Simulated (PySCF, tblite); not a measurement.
# C8H6Cl radical: geometry, infrared bands and EPR parameters

Wanted: the infrared bands and EPR parameters of C8H6Cl radical (`C#C[C@H]1[CH]C=CC(Cl)=C1`), by calculation.

Computed with tblite 0.8.0 and PySCF 2.14.0, with density-fitted response routines of our own, on a single molecule in the gas phase. Atoms count from 0, in the outputs and in this text.

## 1. The molecule as given

15 atoms, charge 0, multiplicity 2; geometry from: force field or distance geometry start.

Bonds of the start (Å): C0–C1 1.20, C1–C2 1.47, C2–C3 1.52, C3–C4 1.43, C4–C5 1.34, C5–C6 1.45, C6–Cl7 1.73, C6–C8 1.35, C8–C2 1.51, C0–H9 1.08, C2–H10 1.09, C3–H11 1.09, C4–H12 1.08, C5–H13 1.09, C8–H14 1.09.

## 2. Geometry optimisation with GFN2-xTB

What the job is given:

```
{"job": {"kind": "relax", "xc": "GFN2-xTB", "basis": "xTB"}, "charge": 0, "multiplicity": 2}
C     -1.528700    -0.962900     2.525200
C     -0.719000    -0.866900     1.645300
C      0.308500    -0.769500     0.593200
C     -0.345300    -1.079400    -0.741800
C     -0.325800    -0.129300    -1.803800
C      0.259300     1.067000    -1.661300
C      0.900900     1.446000    -0.419700
Cl     1.642200     3.003200    -0.313300
C      0.927600     0.603400     0.634300
H     -2.274300    -1.034800     3.300700
H      1.087100    -1.506200     0.768500
H     -0.812200    -2.056600    -0.891200
H     -0.806400    -0.397400    -2.738300
H      0.274700     1.781300    -2.479200
H      1.407000     0.910200     1.559700
```

The run is started by

```console
$ OMP_NUM_THREADS=1 python probes_run.py task.json out
```

One launch serves the whole session: the jobs run in the order shown.

**Question.** This job is followed by: GFN2-xTB harmonic vibrations, gas phase; UKS B3LYP, pcH-1 on C Cl H, non-relativistic, mean-field spin-orbit, GIAO. What will the session give for the following? strongest single infrared mode (GFN2-xTB); zero-point energy (GFN2-xTB); g(iso) (B3LYP); ⟨S²⟩; largest a(iso); surface potential, 1st and 99th percentile.

As calculated:

| quantity | value |
| --- | --- |
| strongest single infrared mode (GFN2-xTB) | 3095 cm⁻¹, 34 km/mol |
| zero-point energy (GFN2-xTB) | 66.2 kcal/mol |
| g(iso) (B3LYP) | 2.00225 |
| ⟨S²⟩ | 0.788 (exact 0.75) |
| largest a(iso) | 1H on H10, 143.6 MHz |
| surface potential, 1st and 99th percentile | -0.76 V and 1.31 V |

What this shows: Over 21 steps the energy fell by 0.233 eV; of the close pairs, C3–C4 changed most, 1.425 to 1.355 Å. All 39 modes are real, so the xTB geometry is a minimum. The strongest single mode, at 3095 cm⁻¹, moves mainly H11. GFN2-xTB is a fitted tight-binding method: band positions and strengths are rough. Its intensities can rank the bands wrongly. The largest spin populations lie on C5 (0.58 e), C3 (0.45 e), C8 (0.44 e). The isotropic g lies 0.1 ppt below the free-electron value.
